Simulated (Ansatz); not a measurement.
**Tc-Ir random alloys: few random alloy cells with their mixing energies**

A script is to give a few random alloy cells with their mixing energies; the system is Tc-Ir random alloys.

Program: the Python package of Ansatz 0.2.0. Level of theory: DFT PBEsol, plane waves, PAW. These are calculated values, not measurements.

**1. The system**

Tc Fm-3m: It takes space group Fm-3m (No. 225, cubic). The conventional cell has a = 3.850 Å, b = 3.850 Å, c = 3.850 Å, α = 90.00°, β = 90.00°, γ = 90.00°. Around Tc (site symmetry m-3m) lie 12 Tc at 2.72 Å.

Ir Fm-3m: It takes space group Fm-3m (No. 225, cubic). Conventional cell: a = 3.830 Å, b = 3.830 Å, c = 3.830 Å, α = 90.00°, β = 90.00°, γ = 90.00°. Ir (site symmetry m-3m) has 12 Ir at 2.71 Å as nearest neighbours.

Tc3Ir5 R-3m: It takes space group R-3m (No. 166, trigonal). Conventional cell: a = 5.427 Å, b = 5.427 Å, c = 13.293 Å, α = 90.00°, β = 90.00°, γ = 120.00°. Around Ir (site symmetry 2/m) lie 4 Tc at 2.71 Å and 8 Ir at 2.71 Å. Around Tc (site symmetry 2/m) lie 4 Tc at 2.71 Å and 8 Ir at 2.71 Å. Ir (site symmetry -3m) is surrounded by 6 Ir at 2.71 Å and 6 Tc at 2.71 Å. Only part of the 4 independent sites is listed.

The script holds or builds the structure itself.

**2. Script**

The input, random_alloy_tc.py:

```python
"""Random Tc-Ir cells of 8 mixed sites, after relaxing atoms and volume at fixed cell shape."""

from collections import Counter
import warnings

import ansatz as az
import numpy as np
import pandas as pd


def fcc(first, a):
    return (
        az.Lattice.fcc(a)
        .space_group(225)
        .atom(first, (0, 0, 0))
        .primitive()
    )

A_FIRST, A_LAST = 3.85, 3.83


def compute(name, crystal):
    calc = (
        crystal.calculation()
        .functional(az.Functional.PBESOL)
        .basis(450)
        .accuracy("low")
        .kpoints(spacing=0.39)
        .occupations("gaussian", width=0.1)
        .band_table()
    )
    calc = calc.relax(force_tolerance=0.03, fix_cell=["shape"])
    return calc.run(threads=1, backend="cpu")


def volume_per_atom(outcome):
    return abs(np.linalg.det(outcome.lattice.cell_ang)) / len(outcome.lattice.sites)


def counts(outcome):
    return Counter(site.symbol for site in outcome.lattice.sites)


def main() -> None:
    warnings.simplefilter("ignore", az.DeckWarning)

    phases = {"Tc": fcc("Tc", A_FIRST), "Ir": fcc("Ir", A_LAST)}
    for k in [5]:
        a = A_FIRST + (A_LAST - A_FIRST) * k / 8
        supercell = fcc("Tc", a).supercell(2).resolved()
        for seed in [81, 37]:
            drawn = supercell.site_disorder().occupy("Tc", Tc=8 - k, Ir=k).random(seed=seed)
            phases[f"Tc{8 - k}Ir{k} seed {seed}"] = drawn.crystal

    done = {}
    for name, crystal in phases.items():
        done[name] = compute(name, crystal)
        print(f"{name}: {done[name].report['energy_sigma0_ev']:.4f} eV, {len(done[name].lattice.sites)} atoms")

    # mixing quantities against the straight line between the end members, both on this lattice
    x = {name: counts(o)["Ir"] / (counts(o)["Tc"] + counts(o)["Ir"]) for name, o in done.items()}
    first, last = min(x, key=x.get), max(x, key=x.get)
    energy = {name: o.report["energy_sigma0_ev"] / len(o.lattice.sites) for name, o in done.items()}
    volume = {name: volume_per_atom(o) for name, o in done.items()}
    rows = []
    for name in sorted(done, key=x.get):
        line = lambda table: (1 - x[name]) * table[first] + x[name] * table[last]
        rows.append((name, x[name], 1000 * (energy[name] - line(energy)), volume[name], 100 * (volume[name] / line(volume) - 1)))
    print(pd.DataFrame(rows, columns=["cell", "x(Ir)", "E_mix (meV/atom)", "V (A^3/atom)", "excess V (%)"]).round(4).to_string(index=False))


if __name__ == "__main__":
    main()
```

**3. The run**

Launch:

```sh
$ python random_alloy_tc.py
```

What it wrote:

```text
Tc: -5337.5999 eV, 1 atoms
Ir: -11798.9568 eV, 1 atoms
Tc3Ir5 seed 81: -75009.3333 eV, 8 atoms
Tc3Ir5 seed 37: -75009.3333 eV, 8 atoms
          cell  x(Ir)  E_mix (meV/atom)  V (A^3/atom)  excess V (%)
            Tc  0.000            0.0000       14.0892        0.0000
Tc3Ir5 seed 81  0.625         -218.7262       13.9560       -1.0053
Tc3Ir5 seed 37  0.625         -218.7262       13.9560       -1.0053
            Ir  1.000            0.0000       14.1029        0.0000
```

It took 82 s on 1 thread of Arm Neoverse V2, shared host; peak memory 0.59 GiB.

Lines on the test bed's own set-up are left out of the output.

**4. Run by run**

From the records of these 4 runs:

```csv
run,system,space group at the end,energy (eV/atom),from the elements (meV/atom),final volume (Å³/atom),pressure (GPa),SCF cycles in all,CPU time (s)
1,Tc (1 atom),Fm-3m,-5337.5999,0.0,14.09,0.00,29,2.5
2,Ir (1 atom),Fm-3m,-11798.9568,0.0,14.10,-0.02,19,1.6
3,Tc3Ir5 (8 atoms),R-3m,-9376.1667,-218.7,13.96,-0.04,38,38
4,Tc3Ir5 (8 atoms),R-3m,-9376.1667,-218.7,13.96,-0.04,38,39
```

Energies are extrapolated to zero smearing width, as in the script. Totals carry meaning only in balanced differences at one level of theory.

**5. Path of the relaxation of run 1**

Relaxation path:

```csv
step,E - E(step 1) (eV/cell),largest force component (eV/Å),pressure (GPa),volume (Å³)
1,0.0000,0.0000,-3.97,14.27
2,0.0013,0.0000,6.46,13.83
3,-0.0028,0.0000,-0.12,14.10
4,-0.0028,0.0000,0.00,14.09
5,-0.0021,0.0000,-0.11,14.09
6,-0.0022,0.0000,0.00,14.09
7,-0.0022,0.0000,0.00,14.09
```

Step 1 is the start. Steps 5, 7 each repeat the geometry before them on a plane-wave basis chosen anew, so the energy can jump there without any move. Step 2 was tried and not accepted. The cutoff lies under the recommended one, as the log warns, so the cell and pressures carry a basis error.

Lengths and angles in the start's conventional setting:

|  | before | after | change |
| --- | --- | --- | --- |
| a (Å) | 3.850 | 3.834 | -0.4 % |
| b (Å) | 3.850 | 3.834 | -0.4 % |
| c (Å) | 3.850 | 3.834 | -0.4 % |
| volume (Å³/atom) | 14.27 | 14.09 | -1.2 % |
| shortest distance (Å) | 2.722 | 2.711 | -0.4 % |
| space group (0.01 Å) | Fm-3m | Fm-3m | same |

Forces and stress were held to the start's 48 operations: a distortion of lower symmetry was not tested.

**6. How the relaxation of run 2 went**

Step by step:

| step | E - E(step 1) (eV/cell) | largest force component (eV/Å) | pressure (GPa) | volume (Å³) |
| --- | --- | --- | --- | --- |
| 1 | 0.0000 | 0.0000 | 1.56 | 14.05 |
| 2 | 0.0007 | 0.0000 | -2.69 | 14.20 |
| 3 | -0.0002 | 0.0000 | -0.02 | 14.10 |
| 4 | -0.0003 | 0.0000 | -0.02 | 14.10 |

Step 1 is the start. Step 4 repeats the geometry before it on a plane-wave basis chosen anew for that cell, so its energy need not be comparable with the rows above. Step 2 was tried and not accepted.

Lengths and angles in the start's conventional setting:

|  | before | after | change |
| --- | --- | --- | --- |
| a (Å) | 3.830 | 3.835 | +0.1 % |
| b (Å) | 3.830 | 3.835 | +0.1 % |
| c (Å) | 3.830 | 3.835 | +0.1 % |
| volume (Å³/atom) | 14.05 | 14.10 | +0.4 % |
| shortest distance (Å) | 2.708 | 2.712 | +0.1 % |
| space group (0.01 Å) | Fm-3m | Fm-3m | same |

Forces and stress were held to the start's 48 operations: a distortion of lower symmetry was not tested.

**7. Results**

| quantity | value |
| --- | --- |
| runs compared | 4 |
| energy of Tc3Ir5 (run 3) from the elements | -219 meV/atom |
| energy of Tc3Ir5 (run 4) from the elements | -219 meV/atom |

**Reading.** Some draws give the same energy: they are one arrangement up to symmetry, not independent samples. Tc3Ir5 lies 219 meV/atom below its elements, the most of the cells tried. The dearest, run 4, took some 20 times as long as run 2. In run 1, over 3 moves the cell shrank by 1.2 % in volume, and the space group stayed Fm-3m. In run 2, the volume grew by 0.4 % over 1 move, and the space group stayed Fm-3m. The cutoff lies under the one recommended for these potentials in some of the runs. Atoms and volume are relaxed with the cell's shape held, which in cells of lower than cubic symmetry can hide stresses and shift volumes. Spin-orbit coupling, which matters for elements this heavy, is left out. Cells of eight mixed sites are far from the random limit, and both end members stand on the same lattice, which need not be their own. Differences under about 40 meV an atom lie within the error of mesh and functional. The cells are prototypes set up for this calculation and needn't exist.
